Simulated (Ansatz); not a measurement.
Runs of Ansatz 0.2.0 on GeCN2. The structure is trigonal, space group R-3m (No. 166). Conventional cell: a = 3.588 Å, b = 3.588 Å, c = 14.766 Å, α = 90.00°, β = 90.00°, γ = 120.00°. Ge (site symmetry -3m) has 6 N at 2.40 Å as nearest neighbours. Around N (site symmetry 3m) lie 1 C at 1.24 Å. Around C (site symmetry -3m) lie 2 N at 1.24 Å. The cell comes from a database or a generator and needn't be the stable form of this composition.

```tsv
level	share of exact exchange	gap on the mesh (eV)	pressure (GPa)	largest force (eV/Å)
PBE0 form with a typed share of exact exchange	0.35	3.34	(a)	1.38
PBE0 form with a typed share of exact exchange	0	1.45	0.0	0.01
PBE0 form with a typed share of exact exchange	0.5	4.20	-6.6	(c)
PBE0	0.25	2.78	(d)	1.00
PBE0 form with a typed share of exact exchange	0.1	1.98	-1.4	(b)
```

Alike in all rows: task single point; potentials or basis Ansatz PAW; no spin polarisation; cell as given; k mesh 5 × 5 × 5; cutoff (eV) 420; smearing fermi-dirac 0.05 eV.

Estimate the missing entries.

(a) -4.8; (b) 0.41; (c) 1.93; (d) -3.5.

Caveats: odd divisions of the mesh miss points on the zone boundary, where band edges often lie, so the gap on the mesh can be too wide; the PAW data sets come from PBE, with cores solved anew for the run's functional, which leaves a small shift of forces and pressure (some runs); the thresholds are loose for stress (some runs); forces of over 1 eV/Å show positions far from the minimum, so gaps and moduli don't describe the material at rest (some runs); the PAW data sets were made with another functional, which shifts forces and pressure a little (some runs).

A k mesh can miss the band edges, and the runs leave out spin-orbit coupling on Ge.
